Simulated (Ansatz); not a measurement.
**SnBrCl: an energy map over two coordinates**

A grid of calculations on BrClSn, SMILES [Cl][Sn][Br], to see where the energy is lowest and how it rises around there.

The runs use Ansatz 0.2.0; RKS PBE0-D4/def2-SVP.

## 1. The starting structure

3 atoms, charge 0, spin multiplicity 1.

Atoms are counted from 1 here; the program's logs count them from 0.

Bond lengths: Cl1–Sn2 2.411 Å, Sn2–Br3 2.562 Å. Angles: Cl1–Sn2–Br3 100.1°.

As a file:

```xyz
3
BrClSn
Cl    0.5872    1.7635    0.5043
Sn   -0.9318    0.1761   -0.4875
Br    0.3337   -2.0044   -0.0300
```

## 3. The grid

First coordinate, angle Cl1–Sn2–Br3 (carried through 180): 9 values from 81.2 to 278.8 °. Second coordinate, change of the bonds Sn2–Cl1, Sn2–Br3, all alike: 9 values from −0.271 to 0.419 Å.

Nothing else is relaxed (all other coordinates rigid). Energies count from the relaxed molecule at the same level. Points are written as (first, second).

(The set-up runs are not shown.)

## 4. Grid point (254.1°, 0.419 Å)

Contents of input.yaml:

```yaml
crystal:
  periodic: [false, false, false]
  atoms:
    - { symbol: Cl, position_ang: [-2.211805, 2.634703, -0.923646] }
    - { symbol: Sn, position_ang: [-0.931514, 0.175865, -0.487405] }
    - { symbol: Br, position_ang: [-2.701373, -1.878971, -1.664717] }
basis:
  gaussian: { orbitals: def2-SVP }
hamiltonian:
  xc: pbe0
  dispersion: d4
output:
  forces: true
```

The run is started by

```sh
$ ansatz run input.yaml --threads 1 --pin off --max-ram 2560MiB --backend cpu --events-out ev --progress --plain --runs-dir out
```

The session goes on with these runs: all other points of the grid.

**Question.** What will these runs give? Wanted: lowest point; highest computed point; largest force on an atom.

The runs gave:

```
                       quantity                                                                            value
                   lowest point                                                     (105.9°, −0.012 Å), 0.028 eV
         highest computed point                                     (180.0°, −0.271 Å), 3.76 eV above the lowest
largest force on an atom (eV/Å)  0.5 at (105.9°, −0.012 Å) to 8.7 at (180.0°, −0.271 Å); 0.5 at the lowest point
        time for the whole task                                                 4.2 min on 1 thread, shared host
```

The lowest computed point is at (105.9°, −0.012 Å), 0.028 eV from the relaxed molecule at the same level; the map holds 2 wells of about this depth. The grid is coarse, so the true minimum lies between grid points and may sit elsewhere than the lowest one. No other kind of well shows on this grid. The highest computed point, (180.0°, −0.271 Å), lies 3.76 eV above the lowest. On the interpolated surface the easiest way out of the lowest well to a well of the same energy at (254.1°, −0.012 Å) passes a barrier of about 1.3 eV. Round the minimum the two coordinates are nearly uncoupled.
